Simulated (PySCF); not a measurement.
# Si(eta1-allyl)4: geometry, NMR shifts and electronic excitations, part 2 of 2

PySCF 2.14.0. Atoms count from 0.

## (5) NMR shieldings: KT2/pcSseg-1

The job: settings as JSON, then the geometry in Å.

```
{"job": {"kind": "nmr", "xc": "KT2", "basis": "pcSseg-1", "pop": false}, "charge": 0, "multiplicity": 1}
Si    -0.172550     0.177305    -0.176074
C     -0.120854     0.206215     1.721758
C      0.472197    -1.009342     2.348288
C      1.621178    -1.061206     3.028553
H     -1.170283     0.332008     2.047168
H      0.423063     1.113686     2.033653
H     -0.089444    -1.943357     2.213077
H      2.225689    -0.164028     3.198887
H      1.997407    -2.001363     3.439309
C      1.570507     0.216236    -0.922816
C      2.351691    -1.031200    -0.684951
C      2.575509    -1.992186    -1.586554
H      2.080396     1.097855    -0.496880
H      1.451555     0.406350    -2.003844
H      2.730495    -1.172173     0.334150
H      2.212182    -1.907979    -2.616516
H      3.134689    -2.894956    -1.328370
C     -1.115168     1.713033    -0.769893
C     -0.531201     2.976246    -0.235821
C      0.277083     3.807665    -0.900656
H     -2.165475     1.590350    -0.453293
H     -1.102564     1.703597    -1.873265
H     -0.767487     3.210060     0.810555
H      0.547117     3.629259    -1.946959
H      0.691129     4.700264    -0.425371
C     -1.082343    -1.372773    -0.782898
C     -2.404042    -1.542330    -0.116405
C     -3.592719    -1.205054    -0.626756
H     -0.419565    -2.234811    -0.597005
H     -1.192910    -1.280109    -1.876886
H     -2.378000    -1.947416     0.903995
H     -3.686799    -0.798474    -1.639358
H     -4.514772    -1.333155    -0.054544
```

Level: GIAO KT2/pcSseg-1 NMR shielding, non-relativistic, gas phase.

What it wrote:

```text
coarse grid: 27056 points
cycle   1  E = -769.3603327429  dE =  9.113e-01  |g| = 8.128e-01  |ddm| = 5.208e+00
cycle   2  E = -769.2050581844  dE =  1.553e-01  |g| = 1.102e+00  |ddm| = 1.870e+00
cycle   3  E = -769.5521891841  dE = -3.471e-01  |g| = 6.516e-02  |ddm| = 1.151e+00
cycle   4  E = -769.5523620027  dE = -1.728e-04  |g| = 5.442e-02  |ddm| = 1.152e-01
cycle   5  E = -769.5531306940  dE = -7.687e-04  |g| = 1.407e-02  |ddm| = 5.736e-02
cycle   6  E = -769.5531803056  dE = -4.961e-05  |g| = 5.440e-03  |ddm| = 2.070e-02
cycle   7  E = -769.5531888388  dE = -8.533e-06  |g| = 1.284e-03  |ddm| = 7.850e-03
final grid: 253864 points
cycle   8  E = -769.5745091070  dE = -3.544e-04  |g| = 2.465e-02  |ddm| = 7.454e-02
cycle   9  E = -769.5743691642  dE =  1.399e-04  |g| = 3.239e-02  |ddm| = 5.084e-02
cycle  10  E = -769.5746465845  dE = -2.774e-04  |g| = 4.113e-03  |ddm| = 3.358e-02
cycle  11  E = -769.5746499145  dE = -3.330e-06  |g| = 2.265e-03  |ddm| = 5.840e-03
cycle  12  E = -769.5746513430  dE = -1.428e-06  |g| = 3.096e-04  |ddm| = 2.126e-03
cycle  13  E = -769.5746513659  dE = -2.294e-08  |g| = 1.078e-04  |ddm| = 4.079e-04
cycle  14  E = -769.5746513679  dE = -1.916e-09  |g| = 6.047e-05  |ddm| = 1.310e-04
cycle  15  E = -769.5746513689  dE = -1.058e-09  |g| = 1.015e-05  |ddm| = 7.020e-05
cycle  16  E = -769.5746513690  dE = -2.774e-11  |g| = 2.237e-06  |ddm| = 1.285e-05
converged SCF energy = -769.5746513690

GIAO shielding tensors (ppm)
atom      isotropic    diamagn.    paramagn.     s11        s22        s33       span
  0 Si     367.426     891.897    -524.471    351.561    371.830    378.888     27.328
  1 C      159.089     260.231    -101.142    140.097    154.197    182.973     42.876
  2 C       48.293     259.773    -211.480    -62.907     51.044    156.743    219.649
  3 C       71.794     255.219    -183.425    -28.210     93.473    150.118    178.328
  4 H       29.320      35.645      -6.325     26.240     28.228     33.492      7.252
  5 H       29.470      37.282      -7.813     25.453     30.246     32.710      7.258
  6 H       25.232      34.628      -9.396     22.440     24.136     29.119      6.679
  7 H       25.998      32.846      -6.848     22.541     25.332     30.121      7.580
  8 H       26.273      29.096      -2.823     22.905     25.199     30.716      7.811
  9 C      156.171     260.180    -104.009    136.144    154.063    178.304     42.160
 10 C       47.735     259.852    -212.117    -60.539     47.308    156.436    216.975
 11 C       73.031     255.373    -182.342    -27.110     96.172    150.030    177.140
 12 H       28.893      36.205      -7.313     25.089     28.685     32.904      7.815
 13 H       29.817      37.087      -7.270     25.642     29.656     34.155      8.514
 14 H       25.056      34.919      -9.862     22.285     24.348     28.537      6.252
 15 H       26.313      33.065      -6.752     22.718     25.514     30.709      7.991
 16 H       26.346      29.302      -2.956     22.929     25.152     30.956      8.027
 17 C      158.062     260.393    -102.331    138.797    156.769    178.620     39.823
 18 C       50.483     259.660    -209.176    -58.719     53.691    156.478    215.198
 19 C       71.523     254.892    -183.370    -29.498     93.273    150.793    180.291
 20 H       29.042      35.434      -6.391     24.477     29.077     33.573      9.097
 21 H       29.988      36.688      -6.700     26.185     29.413     34.366      8.182
 22 H       25.478      33.210      -7.732     23.231     24.274     28.928      5.697
 23 H       26.160      32.670      -6.510     22.493     25.405     30.582      8.089
 24 H       26.198      28.485      -2.287     22.787     25.131     30.676      7.889
 25 C      160.373     260.286     -99.912    141.062    154.070    185.988     44.926
 26 C       50.140     260.017    -209.877    -58.767     53.259    155.928    214.695
 27 C       71.532     254.655    -183.123    -29.603     93.283    150.915    180.518
 28 H       28.803      36.365      -7.562     24.833     28.290     33.287      8.454
 29 H       29.946      36.839      -6.894     26.203     29.341     34.293      8.089
 30 H       25.300      33.787      -8.487     22.728     24.557     28.614      5.886
 31 H       26.161      32.559      -6.398     22.455     25.399     30.630      8.175
 32 H       26.136      28.428      -2.292     22.718     25.022     30.668      7.950
```

Wall time 80 s (2 threads of AMD EPYC 9R45, shared host); peak memory 2 GiB.

In short: δ C2 134.1, C3 111.3, C1 24.8, Si0 -6.4, H6 5.91, H7 4.98 ppm (means over like atoms).

## (6) Run by run: NMR shifts

Shifts (ppm), means over like atoms, with basis size and wall time:

```csv
run,C2,C3,C1,H6,H7,H4,Si0,functions,time
PBE0/pcSseg-1,144.4,120.7,23.0,6.04,5.17,1.62,-2.2,328,80 s
KT2/pcSseg-1,134.1,111.3,24.8,5.91,4.98,1.77,-6.4,328,80 s
```

## (7) What came out

The summary covers parts 1 to 2.

| quantity | value |
| --- | --- |
| point group | C1 |
| rotational constants (main isotopes) | 0.59, 0.54, 0.44 GHz |
| 13C shifts against TMS (PBE0/pcSseg-1, means over atoms taken as alike) | 144.4, 120.7, 23.0 ppm |
| 1H shifts against TMS (PBE0/pcSseg-1, means over atoms taken as alike) | 6.04, 5.17, 1.62 ppm |
| 29Si shifts against TMS (PBE0/pcSseg-1) | -2.2 ppm |
| surface potential, least and greatest | -0.80 V and 0.80 V |
| lowest singlet (wB97X-D/def2-SVPD) | 6.52 eV (190 nm), f = 0.226 |
| brightest single state of those computed | state 3, 6.65 eV, f = 0.668 |
| lowest triplet | 4.28 eV |
| range of the shift of C2 | 134.1 to 144.4 ppm |

The start was shaken at random, so part of the energy gained undoes that. Over 12 steps the energy fell by 1.575 eV; of the close pairs, Si0–C17 changed most, 2.042 to 1.897 Å. At PBE0/pcSseg-1: The widest tensor belongs to C2, C10, C18, C26: span 245 ppm, with a paramagnetic part of -219 ppm. The lowest singlet, at 6.52 eV, is HOMO→LUMO 0.55, HOMO−2→LUMO 0.12 and is bright; of the 10 states computed, the strongest absorption comes from state 3 at 6.65 eV. The lowest triplet lies 2.23 eV below the lowest singlet (triplets in Tamm-Dancoff, singlets in full TDDFT). Across the 2 runs the shift of C2 (with its like atoms) moves most, between 134.1 (KT2/pcSseg-1) and 144.4 ppm (PBE0/pcSseg-1).
